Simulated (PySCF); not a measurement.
# H9PSi3: the cost of one run

Computed with PySCF 2.14.0, with density-fitted response routines of our own, on a single molecule in the gas phase. Atoms are numbered from 0 throughout.

## Step 1: The starting structure

13 atoms, charge 0, multiplicity 1; geometry from: GFN2-xTB.

Bonds of the start (Å): Si0–Si1 2.32, Si1–P2 2.24, P2–Si3 2.22, Si0–H4 1.47, Si0–H5 1.46, Si0–H6 1.46, Si1–H7 1.47, Si1–H8 1.47, P2–H9 1.38, Si3–H10 1.47, Si3–H11 1.46, Si3–H12 1.46.

## Step 2: TDDFT and polarisability: B3LYP/def2-SVPD

Job settings and geometry (Å):

```
{"job": {"kind": "uv", "xc": "B3LYP", "basis": "def2-SVPD", "nstates": 8, "ntriplets": 3}, "charge": 0, "multiplicity": 1}
Si    -2.144992     0.624702    -0.676652
Si    -0.755772    -1.171340    -0.220134
P      1.262352    -0.829745    -1.130588
Si     2.116691     0.743031     0.189073
H     -1.712299     1.861467    -0.017248
H     -3.500740     0.351454    -0.197203
H     -2.254023     0.925625    -2.105129
H     -0.603799    -1.439901     1.220714
H     -1.193163    -2.450104    -0.797966
H      1.872848    -1.884911    -0.493115
H      1.836581     0.520481     1.610747
H      3.562217     0.747141    -0.023622
H      1.509711     2.002585    -0.237851
```

Method: TDDFT B3LYP/def2-SVPD, vertical, gas phase, core orbitals frozen in the response.

On the command line:

```
$ OMP_NUM_THREADS=1 python probes_run.py task.json out
```

This one command runs all jobs of the session in turn.

**Question.** How long does this job take on 1 thread of Arm Neoverse V2, shared host, and how much memory does it need?

About 19 s, with a peak of 0.69 GiB.
